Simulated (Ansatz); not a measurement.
# SiC: the cost of one run

Program: Ansatz 0.2.0. Level of theory: DFT PBE, scalar-relativistic, plane waves, PAW. These are calculated values, not measurements.

The COD entry's cell or inner coordinates are ideal or old and differ from later refinements, so a difference from it is no clean test against experiment.

**1. The structure to begin with**

It takes space group F-43m (No. 216, cubic). Conventional cell: a = 4.348 Å, b = 4.348 Å, c = 4.348 Å, α = 90.00°, β = 90.00°, γ = 90.00°. Around Si (site symmetry -43m) lie 4 C at 1.88 Å. C (site symmetry -43m) is surrounded by 4 Si at 1.88 Å.

As a file:

```xyz
2
Lattice="0.0000 2.1740 2.1740 2.1740 0.0000 2.1740 2.1740 2.1740 0.0000" Properties=species:S:1:pos:R:3 pbc="T T T"
Si    0.0000    0.0000    0.0000
C     3.2610    3.2610    3.2610
```

The cell is taken as given, not relaxed at this level.

**2. The reference cell**

Reference values: F = -887.1535 eV; pressure 4.84 GPa; largest force 0.000 eV/Å; gap on the mesh 1.35 eV. It was computed beforehand with the settings of the runs below.

**3. Normal modes**

The input, input.yaml:

```yaml
crystal:
  lattice:
    - [0.0, 2.174, 2.174]
    - [2.174, 0.0, 2.174]
    - [2.174, 2.174, 0.0]
  atoms:
    - { symbol: Si, position: [0.0, 0.0, 0.0] }
    - { symbol: C, position: [0.75, 0.75, 0.75] }
basis:
  ecutwfc: 420
kpoints:
  mp_grid: { grid: [12, 12, 12] }
hamiltonian:
  xc: pbe
scf:
  occupations: { method: gaussian, width: 0.05 }
output:
  eigenvalues: true
phonons:
  method: fd
  supercell: [1, 1, 1]
  amplitude: 0.02
  eigenvectors: true
  dielectric: false
```

Command:

```console
> ansatz run input.yaml --threads 2 --pin off --max-ram 5120MiB --backend cpu --events-out ev --progress --plain --runs-dir out
```

**Question.** How long does this run take on 2 threads of Arm Neoverse V2, shared host, and how much memory does it need?

About 5.2 s, with a peak of 0.36 GiB.
